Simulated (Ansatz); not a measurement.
**Ga6Ge (element-swapped structure): how the settings move a single-point run**

Aim: see which settings change the result for Ga6Ge (element-swapped structure), by how much, and at what cost.

Program: Ansatz 0.2.0. Level of theory: reference: DFT r2SCAN, plane waves, PAW, scalar-relativistic, no spin polarisation. These are calculated values, not measurements.

1 further run of the same task is left out (set aside as unsound or not needed).

## 1. The system as given

Symmetry: Pm-3m, No. 221, cubic system. Conventional cell: a = 5.525 Å, b = 5.525 Å, c = 5.525 Å, α = 90.00°, β = 90.00°, γ = 90.00°. Ga (site symmetry 4mm) is surrounded by 5 Ga at 2.27 to 2.32 Å. Around Ge (site symmetry m-3m) lie 24 Ga at 4.08 Å.

Structure file:

```xyz
7
Lattice="5.5251 0.0000 0.0000 0.0000 5.5251 0.0000 0.0000 0.0000 5.5251" Properties=species:S:1:pos:R:3 pbc="T T T"
Ga    1.1603    2.7626    2.7626
Ga    2.7626    1.1603    2.7626
Ga    4.3648    2.7626    2.7626
Ga    2.7626    4.3648    2.7626
Ga    2.7626    2.7626    1.1603
Ga    2.7626    2.7626    4.3648
Ge    0.0000    0.0000    0.0000
```

## 2. Reference

input.yaml

```yaml
crystal:
  lattice:
    - [5.525118, 0.0, 0.0]
    - [0.0, 5.525118, 0.0]
    - [0.0, 0.0, 5.525118]
  atoms:
    - { symbol: Ga, position: [0.21, 0.5, 0.5] }
    - { symbol: Ga, position: [0.5, 0.21, 0.5] }
    - { symbol: Ga, position: [0.79, 0.5, 0.5] }
    - { symbol: Ga, position: [0.5, 0.79, 0.5] }
    - { symbol: Ga, position: [0.5, 0.5, 0.21] }
    - { symbol: Ga, position: [0.5, 0.5, 0.79] }
    - { symbol: Ge, position: [0.0, 0.0, 0.0] }
  symmetry: { tolerance: 0.0003 }
kpoints:
  mp_grid: { grid: [3, 3, 3], shift: [0, 0, 0] }
magnetization:
  spin_polarized: false
scf:
  occupations: { method: fermi_dirac }
hamiltonian:
  pseudopotentials: { kind: paw }
  xc: r2scan
basis:
  ecutwfc: 500
output:
  forces: true
  stress: true
  eigenvalues: true
```

Launch:

```console
> ansatz run input.yaml --threads 1 --pin off --max-ram 2560MiB --backend cpu --events-out ev --progress --plain --runs-dir out
```

Log, shortened:

```text
Warning: RAYON_NUM_THREADS=1 ignored (pool sized by the plan → 1); use --threads N
[...]
Pseudopotentials: kind: paw
Pseudopotential: Ga, paw, valence charge 13, recommended cutoff 500 eV (meta_gga), Ga.paw.azcp
Pseudopotential: Ge, paw, valence charge 14, recommended cutoff 500 eV (meta_gga), Ge.paw.azcp
Functional definition: r2SCAN
[...]
Crystal: 7 atoms, lattice volume = 168.665 Å³
Basis set: ecut = 500 eV, 4337 PW (Γ), exchange–correlation on 180×180×180 points (64 copies of the dense FFT grid, shifted against one another)
Bands: 56, of which v1, the nominal top of the filled ones, is band 46 counted from 1 (45 counted from 0)
Symmetry: 48 space group operations
Space group: Pm-3m (ITA 221), of the structure as read, at distance tolerance 1.7e-3 Å
k-points: 4 of 27
[...]
SCF iter   1: F=—  HF=-27036.812627 eV  |F-HF|=—  |Δ(HF+E_count)|=         —  Δρ=1.23e-2  dr2=9.40e-1  dr2_τ=5.27e-2  ethr=1.77e-3  ⟨swp⟩=6.5  Hψ=916  notcnv=0  defer=1
[...]
SCF iter   8: F=-27036.690964 eV  HF=-27036.690964 eV  |F-HF|=5.01e-8  |Δ(HF+E_count)|=   8.03e-7  Δρ=4.47e-6  dr2=5.20e-8  dr2_τ=4.48e-10  ethr=1.09e-10  ⟨swp⟩=10.0  Hψ=937  notcnv=0
[...]
SCF converged after 8 iterations
Free energy (F): -27036.690964 eV
[...]
E sigma→0 (E₀):  -27036.652411 eV
Entropy (-TS):   -0.077106 eV (-11.015 meV/atom)
Fermi energy:    6.198732 eV
[...]
--- Forces (eV/Å), atoms counted from 1 ---
  atom   1  Ga    -6.05092127     0.00000000     0.00000000
  atom   2  Ga    -0.00000000    -6.05092127     0.00000000
  atom   3  Ga     6.05092127    -0.00000000     0.00000000
  atom   4  Ga     0.00000000     6.05092127     0.00000000
  atom   5  Ga    -0.00000000     0.00000000    -6.05092127
  atom   6  Ga    -0.00000000     0.00000000     6.05092127
  atom   7  Ge    -0.00000000    -0.00000000    -0.00000000
[...]
--- Stress (GPa, compression-positive) ---
       18.272923       0.000000       0.000000
        0.000000      18.272923       0.000000
        0.000000       0.000000      18.272923
  P = ⅓ Tr σ = 18.2729 GPa (182.729 kbar)
--- Band table (eV) ---
[...]
```

Wall time 11 s (1 thread of Intel Xeon Platinum 8488C (Sapphire Rapids), shared host); peak memory 0.91 GiB.

## 3. Variant: occupations.width 0.025

input.yaml, as its differences from that of step 2:

```diff
@@ -19,3 +19,3 @@
 scf:
-  occupations: { method: fermi_dirac }
+  occupations: { method: fermi_dirac, width: 0.025 }
 hamiltonian:
```

Launch:

```console
> ansatz run input.yaml --threads 1 --pin off --max-ram 2560MiB --backend cpu --events-out ev --progress --plain --runs-dir out
```

Log, shortened:

```text
Warning: RAYON_NUM_THREADS=1 ignored (pool sized by the plan → 1); use --threads N
[...]
Pseudopotentials: kind: paw
Pseudopotential: Ga, paw, valence charge 13, recommended cutoff 500 eV (meta_gga), Ga.paw.azcp
Pseudopotential: Ge, paw, valence charge 14, recommended cutoff 500 eV (meta_gga), Ge.paw.azcp
Functional definition: r2SCAN
[...]
Crystal: 7 atoms, lattice volume = 168.665 Å³
Basis set: ecut = 500 eV, 4337 PW (Γ), exchange–correlation on 180×180×180 points (64 copies of the dense FFT grid, shifted against one another)
Bands: 56, of which v1, the nominal top of the filled ones, is band 46 counted from 1 (45 counted from 0)
Symmetry: 48 space group operations
Space group: Pm-3m (ITA 221), of the structure as read, at distance tolerance 1.7e-3 Å
k-points: 4 of 27
[...]
SCF iter   1: F=—  HF=-27036.753306 eV  |F-HF|=—  |Δ(HF+E_count)|=         —  Δρ=1.13e-2  dr2=6.78e-1  dr2_τ=5.05e-2  ethr=1.77e-3  ⟨swp⟩=6.2  Hψ=911  notcnv=0
[...]
SCF iter   9: F=-27036.647479 eV  HF=-27036.647479 eV  |F-HF|=2.82e-8  |Δ(HF+E_count)|=   2.97e-7  Δρ=2.92e-6  dr2=2.44e-8  dr2_τ=2.36e-10  ethr=1.09e-10  ⟨swp⟩=6.5  Hψ=829  notcnv=0
[...]
SCF converged after 9 iterations
Free energy (F): -27036.647479 eV
[...]
E sigma→0 (E₀):  -27036.641229 eV
Entropy (-TS):   -0.012499 eV (-1.786 meV/atom)
Fermi energy:    6.143994 eV
[...]
--- Forces (eV/Å), atoms counted from 1 ---
  atom   1  Ga    -6.05269882     0.00000000     0.00000000
  atom   2  Ga    -0.00000000    -6.05269882     0.00000000
  atom   3  Ga     6.05269882    -0.00000000     0.00000000
  atom   4  Ga     0.00000000     6.05269882     0.00000000
  atom   5  Ga     0.00000000     0.00000000    -6.05269882
  atom   6  Ga     0.00000000     0.00000000     6.05269882
  atom   7  Ge    -0.00000000     0.00000000    -0.00000000
[...]
--- Stress (GPa, compression-positive) ---
       18.245872      -0.000000       0.000000
        0.000000      18.245872       0.000000
        0.000000       0.000000      18.245872
  P = ⅓ Tr σ = 18.2459 GPa (182.459 kbar)
--- Band table (eV) ---
[...]
```

It took 11 s on 1 thread of Intel Xeon Platinum 8488C (Sapphire Rapids), shared host; peak memory 0.94 GiB.

Changing the smearing moves the energy by +1.6 meV/atom (σ→0 values). Cost: 9 SCF cycles against 8.

## 4. Variant: starting moments, spin_polarized true, preconditioner kerker

input.yaml

```yaml
crystal:
  lattice:
    - [5.525118, 0.0, 0.0]
    - [0.0, 5.525118, 0.0]
    - [0.0, 0.0, 5.525118]
  atoms:
    - { symbol: Ga, position: [0.21, 0.5, 0.5], spin: 3.0 }
    - { symbol: Ga, position: [0.5, 0.21, 0.5], spin: 1.0 }
    - { symbol: Ga, position: [0.79, 0.5, 0.5], spin: 1.0 }
    - { symbol: Ga, position: [0.5, 0.79, 0.5], spin: 3.0 }
    - { symbol: Ga, position: [0.5, 0.5, 0.21], spin: 2.0 }
    - { symbol: Ga, position: [0.5, 0.5, 0.79], spin: 3.0 }
    - { symbol: Ge, position: [0.0, 0.0, 0.0], spin: 3.0 }
  symmetry: { tolerance: 0.0003 }
kpoints:
  mp_grid: { grid: [3, 3, 3], shift: [0, 0, 0] }
magnetization:
  spin_polarized: true
scf:
  occupations: { method: fermi_dirac }
  mixing: { preconditioner: kerker }
hamiltonian:
  pseudopotentials: { kind: paw }
  xc: r2scan
basis:
  ecutwfc: 500
output:
  forces: true
  stress: true
  eigenvalues: true
```

Launch:

```console
> ansatz run input.yaml --threads 1 --pin off --max-ram 2560MiB --backend cpu --events-out ev --progress --plain --runs-dir out
```

Log, shortened:

```text
Warning: RAYON_NUM_THREADS=1 ignored (pool sized by the plan → 1); use --threads N
[...]
Pseudopotentials: kind: paw
Pseudopotential: Ga, paw, valence charge 13, recommended cutoff 500 eV (meta_gga), Ga.paw.azcp
Pseudopotential: Ge, paw, valence charge 14, recommended cutoff 500 eV (meta_gga), Ge.paw.azcp
Functional definition: r2SCAN
[...]
Crystal: 7 atoms, lattice volume = 168.665 Å³
Basis set: ecut = 500 eV, 4337 PW (Γ), exchange–correlation on 180×180×180 points (64 copies of the dense FFT grid, shifted against one another)
Bands: 65, of which v1, the nominal top of the filled ones, is band 46 counted from 1 (45 counted from 0)
Symmetry: 2 space group operations
Space group: Cm (ITA 8), of the structure as read, at distance tolerance 1.7e-3 Å
Magnetic group: BNS 8.32 (UNI 39), of the structure as read, at distance tolerance 1.7e-3 Å
k-points: 10 of 27 (time reversal used)
[...]
Magnetization: 0.6549 μB (46.3275 up, 45.6725 down)
Absolute magnetization: 1.2231 μB (∫|ρ↑−ρ↓|, with the PAW one-centre terms)
Spin contamination: 0.1070 ħ² per cell (⟨S²⟩ above its minimum at these occupations)
[...]
Free energy (F): -27036.738365 eV
[...]
E sigma→0 (E₀):  -27036.712556 eV
Entropy (-TS):   -0.051618 eV (-7.374 meV/atom)
Fermi energy:    6.150133 eV
[...]
--- Forces (eV/Å), atoms counted from 1 ---
  atom   1  Ga    -6.04314974    -0.00000005    -0.00000002
  atom   2  Ga     0.00000006    -6.04314954    -0.00000003
  atom   3  Ga     6.04314954    -0.00000006    -0.00000003
  atom   4  Ga     0.00000005     6.04314974    -0.00000002
  atom   5  Ga     0.00000004    -0.00000004    -6.04314954
  atom   6  Ga     0.00000003    -0.00000003     6.04314967
  atom   7  Ge    -0.00000167     0.00000167     0.00000084
[...]
--- Stress (GPa, compression-positive) ---
       18.532970       0.000001       0.000000
        0.000001      18.532970      -0.000000
        0.000000      -0.000000      18.532967
  P = ⅓ Tr σ = 18.5330 GPa (185.330 kbar)
--- Band table (eV; the first three rows and the last of 20) ---
[...]
```

It took 2.1 min on 1 thread of Intel Xeon Platinum 8488C (Sapphire Rapids), shared host; peak memory 1 GiB.

Changing the spin polarisation and mixing moves the energy by -6.8 meV/atom, and the absolute moment goes from 0.00 to 1.22 μB. The runs ended in different states; this one is the lower. Cost: 22 SCF cycles against 8, 2.1 min against 11 s.

## 5. Changing settings: starting moments, spin_polarized true, eigensolver.kind davidson

input.yaml

```yaml
crystal:
  lattice:
    - [5.525118, 0.0, 0.0]
    - [0.0, 5.525118, 0.0]
    - [0.0, 0.0, 5.525118]
  atoms:
    - { symbol: Ga, position: [0.21, 0.5, 0.5], spin: -4.0 }
    - { symbol: Ga, position: [0.5, 0.21, 0.5], spin: 4.0 }
    - { symbol: Ga, position: [0.79, 0.5, 0.5], spin: -4.0 }
    - { symbol: Ga, position: [0.5, 0.79, 0.5], spin: -0.5 }
    - { symbol: Ga, position: [0.5, 0.5, 0.21], spin: -1.0 }
    - { symbol: Ga, position: [0.5, 0.5, 0.79], spin: 1.0 }
    - { symbol: Ge, position: [0.0, 0.0, 0.0], spin: -0.5 }
  symmetry: { tolerance: 0.0003 }
kpoints:
  mp_grid: { grid: [3, 3, 3], shift: [0, 0, 0] }
magnetization:
  spin_polarized: true
scf:
  occupations: { method: fermi_dirac }
  eigensolver: { kind: davidson }
hamiltonian:
  pseudopotentials: { kind: paw }
  xc: r2scan
basis:
  ecutwfc: 500
output:
  forces: true
  stress: true
  eigenvalues: true
  write_density: true
  write_potential: true
  elf: true
  volumetric_format: npy
```

Launch:

```console
> ansatz run input.yaml --threads 1 --pin off --max-ram 2560MiB --backend cpu --events-out ev --progress --plain --runs-dir out
```

Log, shortened:

```text
Warning: RAYON_NUM_THREADS=1 ignored (pool sized by the plan → 1); use --threads N
[...]
Pseudopotentials: kind: paw
Pseudopotential: Ga, paw, valence charge 13, recommended cutoff 500 eV (meta_gga), Ga.paw.azcp
Pseudopotential: Ge, paw, valence charge 14, recommended cutoff 500 eV (meta_gga), Ge.paw.azcp
Functional definition: r2SCAN
[...]
Crystal: 7 atoms, lattice volume = 168.665 Å³
Basis set: ecut = 500 eV, 4337 PW (Γ), exchange–correlation on 180×180×180 points (64 copies of the dense FFT grid, shifted against one another)
Bands: 65, of which v1, the nominal top of the filled ones, is band 46 counted from 1 (45 counted from 0)
Symmetry: 2 space group operations
Space group: Pm (ITA 6), of the structure as read, at distance tolerance 1.7e-3 Å
Magnetic group: BNS 6.18 (UNI 25), of the structure as read, at distance tolerance 1.7e-3 Å
k-points: 10 of 27 (time reversal used)
[...]
Magnetization: -0.6549 μB (45.6725 up, 46.3275 down)
Absolute magnetization: 1.2231 μB (∫|ρ↑−ρ↓|, with the PAW one-centre terms)
Spin contamination: 0.1070 ħ² per cell (⟨S²⟩ above its minimum at these occupations)
[...]
Free energy (F): -27036.738365 eV
[...]
E sigma→0 (E₀):  -27036.712556 eV
Entropy (-TS):   -0.051618 eV (-7.374 meV/atom)
Fermi energy:    6.150122 eV
[...]
--- Forces (eV/Å), atoms counted from 1 ---
  atom   1  Ga    -6.04314342    -0.00000013     0.00000006
  atom   2  Ga     0.00000000    -6.04315141    -0.00000008
  atom   3  Ga     6.04314342    -0.00000013     0.00000006
  atom   4  Ga     0.00000000     6.04315206    -0.00000004
  atom   5  Ga     0.00000000     0.00000004    -6.04314932
  atom   6  Ga     0.00000000     0.00000014     6.04314919
  atom   7  Ge     0.00000000    -0.00000012     0.00000000
[...]
--- Stress (GPa, compression-positive) ---
       18.532937       0.000000       0.000000
        0.000000      18.533000       0.000000
        0.000000       0.000000      18.532982
  P = ⅓ Tr σ = 18.5330 GPa (185.330 kbar)
--- Band table (eV; the first three rows and the last of 20) ---
[...]
```

Run time: 3.7 min. Hardware: 1 thread of Intel Xeon Platinum 8488C (Sapphire Rapids), shared host; peak memory 1.1 GiB.

Changing the spin polarisation and solver moves the energy by -6.8 meV/atom, and the absolute moment goes from 0.00 to 1.22 μB. The runs ended in different states; this one is the lower.

## 6. Side by side

| run | ending | energy change | pressure (GPa) | gap (eV) | abs. moment (μB) | force (eV/Å) | cycles | time |
| --- | --- | --- | --- | --- | --- | --- | --- | --- |
| reference | converged | 0 | 18.3 | 0.00 | 0.00 | 6.05 | 8 | 11 s |
| 1: occupations.width 0.025 | converged | +1.6 meV/atom (σ→0) | 18.2 | 0.00 | 0.00 | 6.05 | 9 | 11 s |
| 2: starting moments, spin_polarized true, preconditioner kerker | converged | -6.8 meV/atom | 18.5 | - | 1.22 | 6.04 | 22 | 2.1 min |
| 3: starting moments, spin_polarized true, eigensolver.kind davidson | converged | -6.8 meV/atom | 18.5 | - | 1.22 | 6.04 | 29 | 3.7 min |

Times don't compare one to one where runs were asked for different outputs or read a saved state (see the inputs); cycles may leave out searches for a lower state.

Residual by cycle in the longest SCF loop of each run; runs are numbered as in the table. The quantity is the density residual dr2, in eV.

| cycle | reference | run 1 | run 2 | run 3 |
| --- | --- | --- | --- | --- |
| 1 | 0.94 | 0.678 | 14.2 | 15 |
| 4 | 0.00167 | 0.0184 | 0.152 | 0.253 |
| 6 | 6.5e-6 | 3.2e-5 | 0.00785 | 0.0204 |
| 9 | - | 2.4e-8 | 0.00339 | 4.4e-4 |
| 11 | - | - | 0.00282 | 3.3e-4 |
| 14 | - | - | 5.8e-5 | 2.5e-4 |
| 16 | - | - | 3.5e-6 | 0.0093 |
| 19 | - | - | 8.4e-8 | 7.0e-5 |
| 21 | - | - | 7.0e-9 | 1.8e-5 |
| 24 | - | - | - | 7.3e-7 |
| 26 | - | - | - | 6.2e-8 |
| 29 | - | - | - | 6.5e-9 |

The pressure spans 18.2 to 18.5 GPa over the reference and the converged variants. The structure is not at rest: the sound run finds 18 GPa, so these are no properties of the relaxed crystal. 

Caveats on the reference run: its mesh is coarse for a cell with so small a gap or none; the structure is made up and not relaxed.
